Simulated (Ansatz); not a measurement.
# CH4NOSb: how energies converge with the basis set

How large a basis does CH4NOSb need? Two functionals are run in growing sets.

Computed with Ansatz 0.2.0, Gaussian basis. Level: one geometry, several basis sets.

Plan: PBE0-D4/def2-SVP; ωB97M-V/def2-SVP; PBE0-D4/def2-QZVPP; ωB97M-V/def2-QZVPP; the functionals' def2-TZVPP values are taken from earlier runs.

## 1. Structure used throughout

All runs share one geometry, relaxed beforehand with PBE0-D4 in a triple-zeta def2 set. Sb takes the def2 core potential; no spin-orbit term is included.

SMILES `O=C[NH][SbH2]`, 8 atoms, charge 0, spin multiplicity 1.

Atoms are counted from 1 here; the program's logs count them from 0.

Bond lengths: O1–C2 1.218 Å, C2–N3 1.339 Å, C2–H5 1.105 Å, N3–Sb4 2.071 Å, N3–H6 1.007 Å, Sb4–H7 1.712 Å, Sb4–H8 1.722 Å. Angles: O1–C2–N3 122.2°, O1–C2–H5 122.2°, N3–C2–H5 115.7°, C2–N3–Sb4 113.0°, C2–N3–H6 119.8°, Sb4–N3–H6 127.1°, N3–Sb4–H7 94.6°, N3–Sb4–H8 89.1°, H7–Sb4–H8 90.7°.

Geometry (Å):

```tsv
atom	x (Å)	y (Å)	z (Å)
O1	-0.47250	1.57952	-1.02438
C2	0.41624	1.27850	-0.24762
N3	0.38921	0.14266	0.46024
Sb4	-1.32287	-0.97554	0.13357
H5	1.29679	1.92503	-0.08244
H6	1.16680	-0.09563	1.05464
H7	-0.77693	-1.63343	-1.34977
H8	-0.60454	-2.27831	0.99986
```

## 2. PBE0-D4 in def2-SVP

The input, in.yaml:

```yaml
crystal:
  periodic: [false, false, false]
  atoms:
    - {symbol: O, position_ang: [-0.472496, 1.579517, -1.024375]}
    - {symbol: C, position_ang: [0.416243, 1.278498, -0.247622]}
    - {symbol: N, position_ang: [0.389212, 0.142662, 0.460235]}
    - {symbol: Sb, position_ang: [-1.322874, -0.975539, 0.133573]}
    - {symbol: H, position_ang: [1.296786, 1.925027, -0.082437]}
    - {symbol: H, position_ang: [1.166803, -0.095627, 1.054641]}
    - {symbol: H, position_ang: [-0.776930, -1.633427, -1.349773]}
    - {symbol: H, position_ang: [-0.604544, -2.278309, 0.999858]}
basis:
  gaussian: {orbitals: def2-SVP}
hamiltonian: {xc: pbe0, dispersion: d4}
output: {orbitals: {seedname: orbitals}}
```

Started as:

```console
$ ansatz run in.yaml --threads 2 --pin off --events-out ev --progress --plain --max-ram 4352MiB
```

After this run come: ωB97M-V in def2-SVP; PBE0-D4 in def2-QZVPP; ωB97M-V in def2-QZVPP.

Before running them: what should the planned runs give, taken together? Wanted: PBE0-D4: double and triple zeta above quadruple; ωB97M-V: double and triple zeta above quadruple.

**Answer**, as computed:

```
                                       quantity          value
PBE0-D4: double and triple zeta above quadruple  6.02, 0.32 eV
ωB97M-V: double and triple zeta above quadruple  6.22, 0.31 eV
```

**Reading.** PBE0-D4 gains 5.71 eV from double to triple zeta, then 0.32 eV more. These are total energies; as a rule much of such shifts cancels in differences, which this series doesn't test. The LUMO of ωB97M-V is positive and keeps falling with the basis (1.26 to 0.63 eV): an unbound level that the basis holds in place.
